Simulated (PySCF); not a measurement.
# C3H13NOSi5: geometry, NMR shifts and electronic excitations

Aim: predict the NMR shifts and electronic excitations of C3H13NOSi5 (`CCO[Si@@H]1[SiH2][SiH2][SiH2][Si@H]1C#N`).

The runs use PySCF 2.14.0, with density-fitted response routines of our own; the level of theory stands in each step. All values are computed, except where a source is named. Atoms are numbered from 0 throughout.

## Step 1: Starting geometry

23 atoms, charge 0, multiplicity 1; geometry from: GFN2-xTB.

Bonds of the start (Å): C0–C1 1.52, C1–O2 1.39, O2–Si3 1.64, Si3–Si4 2.34, Si4–Si5 2.35, Si5–Si6 2.35, Si6–Si7 2.35, Si7–C8 1.86, C8–N9 1.15, Si7–Si3 2.33, C0–H10 1.09, C0–H11 1.09, C0–H12 1.09, C1–H13 1.10, C1–H14 1.10, Si3–H15 1.48, Si4–H16 1.47, Si4–H17 1.47, Si5–H18 1.47, Si5–H19 1.47, Si6–H20 1.47, Si6–H21 1.47, Si7–H22 1.47.

## Step 2: Optimising the geometry at PBE0-D3(BJ)/def2-SVP

Job settings and geometry (Å):

```
{"job": {"xc": "PBE0", "basis": "def2-SVP", "d3": "d3bj", "grid": 1, "kind": "geom"}, "charge": 0, "multiplicity": 1}
C      3.614042    -0.640019     0.287005
C      2.395783    -0.149947     1.054115
O      1.211897    -0.714429     0.581256
Si     0.416107    -0.388501    -0.812229
Si    -0.254501     1.857771    -0.800246
Si    -2.226334     1.940244     0.468293
Si    -2.885574    -0.257544     0.958235
Si    -1.466040    -1.654028    -0.293103
C     -2.330157    -1.835333    -1.933589
N     -2.870991    -1.892789    -2.944887
H      3.649227    -1.726645     0.307060
H      4.520412    -0.246737     0.738555
H      3.561365    -0.312326    -0.748424
H      2.477150    -0.431351     2.109821
H      2.329009     0.944179     0.991418
H      1.247799    -0.787576    -1.964127
H      0.768950     2.770157    -0.258046
H     -0.469170     2.360796    -2.161732
H     -2.041441     2.712243     1.707734
H     -3.291519     2.672050    -0.228486
H     -4.304447    -0.517761     0.692640
H     -2.735832    -0.560124     2.390594
H     -1.329981    -3.061354     0.116021
```

Output:

```text
step   0  E = -1698.09529162  max force = 0.029463
step   1  E = -1698.10524461  max force = 0.004326
step   2  E = -1698.10568868  max force = 0.001774
step   3  E = -1698.10625453  max force = 0.002799
step   4  E = -1698.10656375  max force = 0.003670
step   5  E = -1698.10746473  max force = 0.004066
step   6  E = -1698.10792382  max force = 0.003137
step   7  E = -1698.10829820  max force = 0.001347
step   8  E = -1698.10842557  max force = 0.001118
step   9  E = -1698.10850434  max force = 0.001019
step  10  E = -1698.10854108  max force = 0.000489
step  11  E = -1698.10855747  max force = 0.000555
step  12  E = -1698.10856538  max force = 0.000472
step  13  E = -1698.10856995  max force = 0.000415
optimisation converged
```

It took 7.6 min on 1 thread, shared host.

The steps of the relaxation:

| step | energy from step 0 (eV) | largest force component (eV/Å) |
| --- | --- | --- |
| 0 | 0.0000 | 1.5150 |
| 1 | -0.2708 | 0.2225 |
| 2 | -0.2829 | 0.0912 |
| 3 | -0.2983 | 0.1439 |
| 4 | -0.3067 | 0.1887 |
| 5 | -0.3312 | 0.2091 |
| 6 | -0.3437 | 0.1613 |
| 7 | -0.3539 | 0.0693 |
| 8 | -0.3574 | 0.0575 |
| 9 | -0.3595 | 0.0524 |
| 10 | -0.3605 | 0.0251 |
| 11 | -0.3610 | 0.0285 |
| 12 | -0.3612 | 0.0243 |
| 13 | -0.3613 | 0.0213 |

Distances of close pairs at the start and the end, largest changes first:

| bond | before (Å) | after (Å) | change (Å) |
| --- | --- | --- | --- |
| O2–Si3 | 1.637 | 1.677 | +0.039 |
| Si6–H20 | 1.467 | 1.494 | +0.027 |
| Si5–H19 | 1.468 | 1.495 | +0.027 |
| Si4–H17 | 1.467 | 1.494 | +0.026 |
| Si5–H18 | 1.472 | 1.497 | +0.026 |
| Si6–H21 | 1.472 | 1.495 | +0.023 |
| Si4–H16 | 1.474 | 1.497 | +0.023 |
| Si3–H15 | 1.476 | 1.495 | +0.019 |

The end geometry stands in the next job.

| at the end point | value |
| --- | --- |
| point group (found at 0.08 Å tolerance) | C1 |
| rotational constants (GHz, main isotopes) | 0.818, 0.470, 0.436 |
| dipole moment (D) | 4.28 |

## Step 3: Nuclear shieldings: PBE0/pcSseg-1

Job settings and geometry (Å):

```
{"job": {"kind": "nmr", "xc": "PBE0", "basis": "pcSseg-1"}, "charge": 0, "multiplicity": 1}
C      3.343790    -0.041181     0.592868
C      1.990298    -0.107194     1.265052
O      1.118772    -1.026795     0.643860
Si     0.470576    -0.853584    -0.893009
Si    -0.114943     1.404671    -1.240725
Si    -1.748252     1.739314     0.436246
Si    -2.429618    -0.410586     1.145530
Si    -1.663534    -1.781441    -0.601953
C     -2.641493    -1.261085    -2.097744
N     -3.218439    -0.856043    -3.020610
H      3.813256    -1.035979     0.568132
H      4.013427     0.646497     1.131381
H      3.255932     0.322397    -0.444326
H      2.094978    -0.428091     2.313716
H      1.526349     0.899630     1.286296
H      1.326428    -1.470564    -1.952403
H      1.035354     2.350192    -1.085520
H     -0.716945     1.564521    -2.598326
H     -1.153680     2.484117     1.591228
H     -2.917465     2.507230    -0.090709
H     -3.904634    -0.512200     1.361088
H     -1.704715    -0.798629     2.393962
H     -1.801043    -3.256343    -0.440124
```

Method: GIAO PBE0/pcSseg-1 NMR shielding, non-relativistic, gas phase.

Output:

```text
coarse grid: 21592 points
cycle   1  E = -1698.4663718529  dE =  6.231e-01  |g| = 7.366e-01  |ddm| = 4.445e+00
cycle   2  E = -1698.1846952934  dE =  2.817e-01  |g| = 1.380e+00  |ddm| = 2.394e+00
cycle   3  E = -1698.5697678637  dE = -3.851e-01  |g| = 1.911e-01  |ddm| = 1.852e+00
cycle   4  E = -1698.5755263268  dE = -5.758e-03  |g| = 1.069e-01  |ddm| = 1.773e-01
cycle   5  E = -1698.5776888258  dE = -2.162e-03  |g| = 3.293e-02  |ddm| = 9.076e-02
cycle   6  E = -1698.5779373065  dE = -2.485e-04  |g| = 4.629e-03  |ddm| = 3.715e-02
cycle   7  E = -1698.5779424547  dE = -5.148e-06  |g| = 8.454e-04  |ddm| = 6.699e-03
final grid: 185296 points
cycle   8  E = -1698.6424842274  dE = -2.710e-05  |g| = 1.031e-02  |ddm| = 3.459e-02
cycle   9  E = -1698.6424588135  dE =  2.541e-05  |g| = 1.559e-02  |ddm| = 1.958e-02
cycle  10  E = -1698.6425035230  dE = -4.471e-05  |g| = 1.992e-03  |ddm| = 1.370e-02
cycle  11  E = -1698.6425043142  dE = -7.912e-07  |g| = 6.776e-04  |ddm| = 1.996e-03
cycle  12  E = -1698.6425043955  dE = -8.130e-08  |g| = 2.786e-04  |ddm| = 5.793e-04
cycle  13  E = -1698.6425044122  dE = -1.671e-08  |g| = 3.046e-05  |ddm| = 2.442e-04
cycle  14  E = -1698.6425044124  dE = -2.010e-10  |g| = 9.596e-06  |ddm| = 5.269e-05
converged SCF energy = -1698.6425044124

GIAO shielding tensors (ppm)
atom      isotropic    diamagn.    paramagn.     s11        s22        s33       span
  0 C      165.611     248.260     -82.649    149.928    163.562    183.343     33.415
  1 C      118.271     244.395    -126.123     89.634     99.158    166.022     76.388
  2 O      310.423     401.957     -91.534    242.893    322.803    365.572    122.679
  3 Si     355.089     881.759    -526.670    281.490    331.422    452.354    170.864
  4 Si     474.099     883.644    -409.545    463.460    472.395    486.443     22.982
  5 Si     468.495     881.897    -413.402    462.200    468.735    474.549     12.349
  6 Si     459.055     881.372    -422.317    452.086    461.402    463.678     11.593
  7 Si     451.302     882.760    -431.458    440.773    450.514    462.621     21.848
  8 C       60.148     266.041    -205.894    -54.958    -54.288    289.689    344.647
  9 N     -118.825     337.496    -456.321   -322.785   -314.511    280.822    603.607
 10 H       29.971      27.748       2.223     26.210     27.552     36.152      9.942
 11 H       30.334      26.799       3.535     26.269     26.920     37.812     11.543
 12 H       29.978      30.790      -0.813     25.565     31.269     33.099      7.534
 13 H       27.468      29.900      -2.431     22.221     26.953     33.231     11.011
 14 H       28.142      33.123      -4.981     22.921     30.129     31.378      8.457
 15 H       25.322      30.480      -5.157     21.643     23.952     30.372      8.730
 16 H       27.498      31.166      -3.668     23.836     25.319     33.339      9.503
 17 H       27.533      32.288      -4.755     23.852     25.184     33.562      9.710
 18 H       27.583      30.025      -2.442     24.133     24.940     33.676      9.543
 19 H       27.355      30.025      -2.670     23.640     24.409     34.017     10.377
 20 H       27.385      29.046      -1.662     23.574     24.319     34.261     10.686
 21 H       27.651      29.807      -2.156     23.876     25.673     33.403      9.528
 22 H       26.946      29.428      -2.483     22.936     24.626     33.274     10.338
```

Run time: 65 s. Hardware: 1 thread, shared host.

Shifts follow as δ = σ(reference) − σ, with reference shieldings (ppm) from runs at the same level and on the same kind of geometry: 1H TMS 31.27, 13C TMS 184.4, 29Si TMS 352.0, 15N NH3 265.7, 17O H2O 334.6. The references are single molecules in the gas phase, so shifts against H2O, NH3, PH3, H3PO4 or CFCl3 are not on the usual liquid scales and can be off by tens of ppm. Atoms listed in one row are averaged.

| atoms | environment | σ (ppm) | δ (ppm) | δ scaled to CDCl3 |
| --- | --- | --- | --- | --- |
| C8 | nitrile carbon | 60.1 | 124.3 | 120.2 |
| C1 | sp3 CH2 bonded to O | 118.3 | 66.1 | 63.7 |
| C0 | methyl carbon | 165.6 | 18.8 | 17.7 |
| H15 | hydrogen on a silicon bonded to O, 2 Si, in a 5-membered ring | 25.32 | 5.94 | – |
| H22 | hydrogen on a silicon bonded to C, 2 Si, in a 5-membered ring | 26.95 | 4.32 | – |
| H19 | hydrogen on a silicon bonded to 2 Si, in a 5-membered ring | 27.36 | 3.91 | – |
| H20 | hydrogen on a silicon bonded to 2 Si, in a 5-membered ring | 27.38 | 3.88 | – |
| H13 | hydrogen on an sp3 CH2 bonded to O | 27.47 | 3.80 | 3.82 |
| H16 | hydrogen on a silicon bonded to 2 Si, in a 5-membered ring | 27.50 | 3.77 | – |
| H17 | hydrogen on a silicon bonded to 2 Si, in a 5-membered ring | 27.53 | 3.73 | – |
| H18 | hydrogen on a silicon bonded to 2 Si, in a 5-membered ring | 27.58 | 3.68 | – |
| H21 | hydrogen on a silicon bonded to 2 Si, in a 5-membered ring | 27.65 | 3.62 | – |
| H14 | hydrogen on an sp3 CH2 bonded to O | 28.14 | 3.12 | 3.18 |
| H10, H11, H12 | hydrogen on a methyl carbon | 30.09 | 1.17 | 1.33 |
| O2 | oxygen bonded to C, Si | 310.4 | 24.1 | – |
| Si3 | silicon bonded to O, 2 Si, H, in a 5-membered ring | 355.1 | -3.1 | – |
| Si7 | silicon bonded to C, 2 Si, H, in a 5-membered ring | 451.3 | -99.3 | – |
| Si6 | silicon bonded to 2 Si, 2 H, in a 5-membered ring | 459.1 | -107.1 | – |
| Si5 | silicon bonded to 2 Si, 2 H, in a 5-membered ring | 468.5 | -116.5 | – |
| Si4 | silicon bonded to 2 Si, 2 H, in a 5-membered ring | 474.1 | -122.1 | – |
| N9 | nitrile nitrogen | -118.8 | 384.5 | – |

The scaled column applies a straight-line fit of computed shieldings to shifts measured in CDCl3 (root-mean-square error 0.21 ppm for H, 2.0 ppm for C).

The run also stored atomic charges by several schemes (e):

| atoms | Mulliken | IAO | Hirshfeld | ESP fit |
| --- | --- | --- | --- | --- |
| C0 | -0.33 | -0.42 | -0.12 | -0.33 |
| C1 | 0.03 | -0.03 | 0.01 | 0.29 |
| O2 | -0.65 | -0.64 | -0.23 | -0.42 |
| Si3 | 0.48 | 0.59 | 0.24 | 0.33 |
| Si4 | -0.06 | 0.10 | 0.13 | 0.00 |
| Si5 | 0.03 | 0.15 | 0.15 | 0.13 |
| Si6 | 0.11 | 0.17 | 0.15 | 0.13 |
| Si7 | 0.10 | 0.30 | 0.20 | 0.04 |
| C8 | -0.17 | -0.15 | -0.04 | 0.21 |
| N9 | -0.21 | -0.20 | -0.20 | -0.40 |

Mayer bond orders: C0–C1 1.06, C1–O2 0.88, O2–Si3 0.90, Si3–Si4 0.85, Si4–Si5 0.84, Si5–Si6 0.83, Si6–Si7 0.87, Si7–C8 0.79, C8–N9 2.91, Si7–Si3 0.87.

Ring of atoms Si3, Si4, Si5, Si6, Si7: NICS(0) -2.1, NICS(1) -2.6, NICS(1)zz -0.1 ppm (means of both faces).

## Step 4: Excited states and response: PBE0/def2-SVPD

The job, as its differences from that of step 3:

```diff
@@ -1,2 +1,2 @@
-{"job": {"kind": "nmr", "xc": "PBE0", "basis": "pcSseg-1"}, "charge": 0, "multiplicity": 1}
+{"job": {"kind": "uv", "xc": "PBE0", "basis": "def2-SVPD", "ip": true}, "charge": 0, "multiplicity": 1}
 C      3.343790    -0.041181     0.592868
```

Level: TDDFT PBE0/def2-SVPD, vertical, gas phase, core orbitals frozen in the response.

Output:

```text
coarse grid: 21592 points
cycle   1  E = -1697.7836465439  dE =  5.622e-01  |g| = 6.940e-01  |ddm| = 6.472e+00
cycle   2  E = -1697.5051216691  dE =  2.785e-01  |g| = 1.340e+00  |ddm| = 2.676e+00
cycle   3  E = -1697.8820669804  dE = -3.769e-01  |g| = 1.748e-01  |ddm| = 1.766e+00
cycle   4  E = -1697.8868359765  dE = -4.769e-03  |g| = 1.049e-01  |ddm| = 2.669e-01
cycle   5  E = -1697.8889669887  dE = -2.131e-03  |g| = 3.264e-02  |ddm| = 1.329e-01
cycle   6  E = -1697.8892308776  dE = -2.639e-04  |g| = 3.874e-03  |ddm| = 4.722e-02
cycle   7  E = -1697.8892349279  dE = -4.050e-06  |g| = 9.363e-04  |ddm| = 1.096e-02
final grid: 185296 points
cycle   8  E = -1698.1050892700  dE = -3.495e-05  |g| = 9.186e-03  |ddm| = 1.299e-01
cycle   9  E = -1698.1050659222  dE =  2.335e-05  |g| = 1.429e-02  |ddm| = 2.888e-02
cycle  10  E = -1698.1051063824  dE = -4.046e-05  |g| = 1.827e-03  |ddm| = 1.849e-02
cycle  11  E = -1698.1051071314  dE = -7.490e-07  |g| = 4.968e-04  |ddm| = 2.211e-03
cycle  12  E = -1698.1051071737  dE = -4.229e-08  |g| = 2.440e-04  |ddm| = 7.610e-04
cycle  13  E = -1698.1051071869  dE = -1.324e-08  |g| = 3.301e-05  |ddm| = 3.097e-04
cycle  14  E = -1698.1051071872  dE = -3.092e-10  |g| = 8.432e-06  |ddm| = 8.924e-05
converged SCF energy = -1698.1051071872

Static polarisability (au): isotropic 186.857, principal 177.099 184.633 198.840

Singlet excitations
state   eV       nm        f      main configurations
  1   4.9321    251.4   0.00662   H->L 0.98
  2   5.2840    234.6   0.00343   H-1->L 0.97
  3   5.6592    219.1   0.00233   H-2->L 0.93
  4   5.7193    216.8   0.01743   H->L+1 0.79, H->L+2 0.08
  5   5.9278    209.2   0.03812   H->L+2 0.75, H-3->L 0.10, H->L+1 0.09
  6   6.0658    204.4   0.00768   H-3->L 0.61, H->L+4 0.12, H->L+2 0.11
  7   6.1079    203.0   0.02697   H-1->L+1 0.50, H->L+4 0.34
  8   6.1293    202.3   0.02290   H->L+4 0.38, H-1->L+1 0.20, H-3->L 0.18
  9   6.2178    199.4   0.01456   H->L+3 0.38, H-2->L+1 0.34
 10   6.2707    197.7   0.01146   H-1->L+2 0.44, H->L+3 0.18, H-1->L+1 0.12

Triplet excitations (Tamm-Dancoff, eV): 4.5150 4.9674 5.0857 5.2443
Vertical ionisation energy (delta-SCF) = 9.0826 eV
Vertical electron affinity (delta-SCF) = 0.1311 eV
```

Wall time 11 min (1 thread, shared host).

The orbitals next to the gap, with their largest atomic shares:

| orbital | eV | atoms |
| --- | --- | --- |
| HOMO−3 | -8.60 | Si7 16 %, Si4 16 %, Si6 13 % |
| HOMO−2 | -8.24 | O2 21 %, Si6 16 %, Si5 16 % |
| HOMO−1 | -7.95 | Si5 19 %, Si4 15 %, Si6 14 % |
| HOMO | -7.61 | Si3 22 %, Si4 18 %, Si7 17 % |
| LUMO | -1.45 | Si7 15 %, Si4 14 %, Si3 13 % |
| LUMO+1 | -0.86 | Si7 17 %, C8 16 %, N9 16 % |
| LUMO+2 | -0.66 | Si7 14 %, Si6 13 %, Si3 11 % |

With each of the 10 states as a Gaussian band of 0.4 eV half-width at 1/e, the curve within the window shown has maxima at 205 nm (ε 4,900) L/(mol cm). Beyond the last state computed it falls off for lack of states. The curve at chosen wavelengths:

```csv
nm,ε (L/mol/cm)
189,1284
193,2387
197,3599
201,4536
205,4908
208,4781
212,4192
216,3353
220,2492
224,1759
228,1211
232,845
236,623
239,524
243,446
247,399
251,361
255,319
259,273
263,223
267,174
270,141
274,102
278,71
282,47
286,30
```

Further results of this job:

| property | computed |
| --- | --- |
| dipole moment (D) | 4.43 |
| polarisability (Å³) | 27.69 |
| HOMO–LUMO gap (eV) | 6.16 |
| −ε(HOMO) (eV) | 7.61 |

## Step 5: Nuclear shieldings: KT2/pcSseg-1

The job, as its differences from that of step 4:

```diff
@@ -1,2 +1,2 @@
-{"job": {"kind": "uv", "xc": "PBE0", "basis": "def2-SVPD", "ip": true}, "charge": 0, "multiplicity": 1}
+{"job": {"kind": "nmr", "xc": "KT2", "basis": "pcSseg-1", "pop": false}, "charge": 0, "multiplicity": 1}
 C      3.343790    -0.041181     0.592868
```

With the program's defaults for keys left out, this is: GIAO KT2/pcSseg-1 NMR shielding, non-relativistic, gas phase.

Output:

```text
coarse grid: 21592 points
cycle   1  E = -1716.0435376378  dE =  6.016e-01  |g| = 8.719e-01  |ddm| = 4.426e+00
cycle   2  E = -1714.9610294412  dE =  1.083e+00  |g| = 2.322e+00  |ddm| = 5.596e+00
cycle   3  E = -1716.1768246378  dE = -1.216e+00  |g| = 2.937e-01  |ddm| = 5.211e+00
cycle   4  E = -1716.1910826676  dE = -1.426e-02  |g| = 1.944e-01  |ddm| = 5.674e-01
cycle   5  E = -1716.1969495250  dE = -5.867e-03  |g| = 1.281e-01  |ddm| = 2.183e-01
cycle   6  E = -1716.2005293613  dE = -3.580e-03  |g| = 2.307e-02  |ddm| = 1.213e-01
cycle   7  E = -1716.2006726294  dE = -1.433e-04  |g| = 5.294e-03  |ddm| = 3.508e-02
cycle   8  E = -1716.2006809500  dE = -8.321e-06  |g| = 1.920e-03  |ddm| = 1.211e-02
final grid: 185296 points
cycle   9  E = -1716.3402738913  dE = -2.876e-04  |g| = 2.762e-02  |ddm| = 5.918e-02
cycle  10  E = -1716.3399951585  dE =  2.787e-04  |g| = 4.134e-02  |ddm| = 6.856e-02
cycle  11  E = -1716.3403103845  dE = -3.152e-04  |g| = 1.873e-02  |ddm| = 5.950e-02
cycle  12  E = -1716.3403778472  dE = -6.746e-05  |g| = 6.943e-03  |ddm| = 1.535e-02
cycle  13  E = -1716.3403883958  dE = -1.055e-05  |g| = 1.554e-03  |ddm| = 6.604e-03
cycle  14  E = -1716.3403889719  dE = -5.761e-07  |g| = 1.551e-04  |ddm| = 1.933e-03
cycle  15  E = -1716.3403889785  dE = -6.572e-09  |g| = 5.200e-05  |ddm| = 3.738e-04
cycle  16  E = -1716.3403889794  dE = -9.277e-10  |g| = 1.379e-05  |ddm| = 1.119e-04
converged SCF energy = -1716.3403889794

GIAO shielding tensors (ppm)
atom      isotropic    diamagn.    paramagn.     s11        s22        s33       span
  0 C      163.716     249.298     -85.582    147.820    161.089    182.238     34.418
  1 C      114.381     246.636    -132.255     85.063     95.217    162.862     77.800
  2 O      291.763     402.570    -110.806    216.813    307.300    351.177    134.364
  3 Si     362.047     885.018    -522.971    284.018    340.500    461.624    177.606
  4 Si     483.653     886.598    -402.946    472.034    478.554    500.371     28.337
  5 Si     477.009     884.906    -407.897    465.361    479.143    486.522     21.162
  6 Si     467.351     884.296    -416.945    457.520    470.153    474.380     16.860
  7 Si     460.961     885.326    -424.365    451.933    459.695    471.255     19.322
  8 C       74.666     265.734    -191.067    -31.287    -29.864    285.150    316.436
  9 N      -96.321     338.329    -434.649   -285.242   -279.349    275.629    560.870
 10 H       29.925      27.873       2.051     26.398     27.531     35.844      9.447
 11 H       30.187      26.723       3.464     26.278     26.939     37.343     11.065
 12 H       29.874      31.403      -1.530     25.678     31.187     32.756      7.079
 13 H       27.232      30.070      -2.838     22.132     26.816     32.748     10.616
 14 H       27.828      34.019      -6.191     22.685     29.622     31.178      8.493
 15 H       24.911      30.617      -5.706     21.314     23.515     29.903      8.590
 16 H       27.287      31.417      -4.130     23.735     25.167     32.959      9.224
 17 H       27.359      32.412      -5.054     23.756     25.072     33.248      9.491
 18 H       27.415      30.300      -2.885     24.016     24.852     33.378      9.362
 19 H       27.175      30.062      -2.887     23.504     24.321     33.699     10.196
 20 H       27.220      28.967      -1.746     23.470     24.277     33.914     10.444
 21 H       27.475      30.153      -2.677     23.817     25.448     33.161      9.344
 22 H       26.700      29.249      -2.549     22.791     24.437     32.873     10.082
```

Wall time 77 s (1 thread, shared host).

In short: δ C8 108.6, C1 68.8, C0 19.5, O2 38.9, H15 6.27, H22 4.48 ppm.

## Step 6: Side by side: NMR shifts

Shifts (ppm) of some atoms, chosen among heavy atoms and hydrogens apart, with basis size and wall time:

| run | C8 | C1 | H15 | H14 | O2 | Si3 | N9 | functions | time |
| --- | --- | --- | --- | --- | --- | --- | --- | --- | --- |
| PBE0/pcSseg-1 | 124.3 | 66.1 | 5.94 | 3.12 | 24.1 | -3.1 | 384.5 | 270 | 65 s |
| KT2/pcSseg-1 | 108.6 | 68.8 | 6.27 | 3.35 | 38.9 | -1.0 | 360.6 | 270 | 77 s |

## Step 7: Outcome

| quantity | value |
| --- | --- |
| point group | C1 |
| rotational constants (main isotopes) | 0.82, 0.47, 0.44 GHz |
| 13C shifts against TMS (PBE0/pcSseg-1) | 124.3, 66.1, 18.8 ppm |
| 1H shifts against TMS (PBE0/pcSseg-1, means over atoms taken as alike) | 5.94, 4.32, 3.91, 3.88, 3.80, 3.77, 3.73, 3.68, 3.62, 3.12, 1.17 ppm |
| 17O shifts against H2O (PBE0/pcSseg-1) | 24.1 ppm |
| 29Si shifts against TMS (PBE0/pcSseg-1) | -3.1, -99.3, -107.1, -116.5, -122.1 ppm |
| 15N shifts against NH3 (PBE0/pcSseg-1) | 384.5 ppm |
| lowest singlet (PBE0/def2-SVPD) | 4.93 eV (251 nm), f = 0.007 |
| brightest single state of those computed | state 5, 5.93 eV, f = 0.038 |
| lowest triplet | 4.51 eV |
| vertical ionisation energy (ΔSCF) | 9.08 eV |
| vertical electron affinity (ΔSCF) | 0.13 eV |
| range of the shift of N9 | 360.6 to 384.5 ppm |

In words: Relaxing lowered the energy by 0.361 eV in 13 steps; the close pair that moved most is O2–Si3, from 1.637 to 1.677 Å. The most deshielded carbon is C8 (nitrile carbon), at 124.3 ppm: C≡N carbons fall here, among the sp2 signals but without a proton. At PBE0/pcSseg-1: Shielding is most anisotropic at N9 (span 604 ppm, paramagnetic term -456 ppm). The lowest singlet, at 4.93 eV, is HOMO→LUMO 0.98 and is weak; of the 10 states computed, the strongest absorption comes from states 7 to 8 together at 6.11 eV. The lowest triplet lies 0.42 eV below the lowest singlet (triplets in Tamm-Dancoff, singlets in full TDDFT). The orbital energy would give 7.61 eV for ionisation, ΔSCF gives 9.08 eV. In ppm, N9 moves most: its shift spreads over 23.9 ppm, from 360.6 (KT2/pcSseg-1) to 384.5 (PBE0/pcSseg-1).
